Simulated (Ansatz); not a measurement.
# BGeNH (sextet): from Hartree-Fock to the top rungs, cc-pVDZ

One table from this session's results is given with a row withheld; the runs are named, their logs left out.

Computed with Ansatz 0.2.0, Gaussian basis. Level: cc-pVDZ, core rule «outside noble gas», up to 16 orbitals frozen.

The runs, in order: UHF; CCSD(T) on ROHF; CCSD(T) on UHF; BCCD(T) on ROHF; CISD as a restricted active space (open shells left free, so some higher excitations enter); CCSDT(Q) on ROHF; CCSDT(Q) on UHF; CASSCF and MRCISD+Q, 13 electrons in 11 orbitals; CASSCF and NEVPT2, 13 electrons in 11 orbitals.

27 further runs of the same task are left out: 12 that didn't finish, 15 set aside as unsound or not needed. Runs told in other sessions of the task aren't counted.

**The system**

The geometry is a PBE0/def2-TZVP stationary point (not a proven minimum) of the parent state, kept for this charge and spin. No spin-orbit coupling is included. The filled d shell of Ge may be among the frozen orbitals whatever the setting's name suggests.

4 atoms, charge 0, spin multiplicity 6.

Atoms are counted from 1 here; the program's logs count them from 0.

Bond lengths: B1–Ge2 2.138 Å, B1–N3 1.346 Å, B1–H4 1.181 Å, Ge2–N3 1.938 Å. Angles: Ge2–B1–N3 62.9°, Ge2–B1–H4 145.5°, N3–B1–H4 151.6°, B1–Ge2–N3 38.2°, B1–N3–Ge2 79.0°.

The first run:

Contents of in.yaml:

```yaml
crystal:
  periodic: [false, false, false]
  atoms:
    - {symbol: B, position_ang: [0.000000, 0.535353, 1.574476]}
    - {symbol: Ge, position_ang: [0.000000, 0.049350, -0.507987]}
    - {symbol: N, position_ang: [0.000000, -0.770467, 1.248606]}
    - {symbol: H, position_ang: [0.000000, 1.408034, 2.370817]}
basis:
  gaussian: {orbitals: cc-pVDZ}
magnetization: {spin_polarized: true, initial_magnetization: 5}
hamiltonian: {xc: hf}
output: {orbitals: {seedname: orbitals}}
```

Run with:

```sh
$ ansatz run in.yaml --threads 1 --pin off --events-out ev --progress --plain --max-ram 2393MiB
```

Among the steps run: UHF; CCSD(T) on ROHF; CCSD(T) on UHF; BCCD(T) on ROHF; CISD as a restricted active space (open shells left free, so some higher excitations enter); CCSDT(Q) on ROHF; CCSDT(Q) on UHF; CASSCF and MRCISD+Q, 13 electrons in 11 orbitals; CASSCF and NEVPT2, 13 electrons in 11 orbitals.

One of the session's tables, all rows but one given; the rest of the session is left out.

| method | from UCCSDT(Q) (meV) |
| --- | --- |
| ROHF | +7875.2 |
| UHF | +7492.9 |
| RMP2 | +1226.4 |
| UMP2 | +1326.5 |
| RCCSD | +341.8 |
| UCCSD | +309.4 |
| RCCSD(T) | +78.4 |
| UCCSD(T) | +61.1 |
| BCCD(T) | +78.8 |
| RCCSDT | +40.2 |
| UCCSDT | +20.5 |
| RCCSDT(Q) | +19.1 |
| UCCSDT(Q) | 0 |
| CASSCF frontier | ? |
| NEVPT2 frontier | +1510.6 |
| MRCISD frontier | +656.0 |
| MRCISD+Q frontier | +121.7 |

Q: Estimate the row for CASSCF frontier from the others.

As computed: from UCCSDT(Q) (meV): +6295.0. In the column «from UCCSDT(Q) (meV)» it lies between NEVPT2 frontier (+1510.6) and UHF (+7492.9).

Not comparable, so not listed: CISD as a restricted active space (open shells left free, so some higher excitations enter) (they don't share determinant, frozen orbitals or solution with the rows shown, or repeat one).

To keep in mind: Restricted and unrestricted rows rest on different reference determinants; a gap between their highest levels can come from leftover correlation error, from unlike frozen cores or from another state.
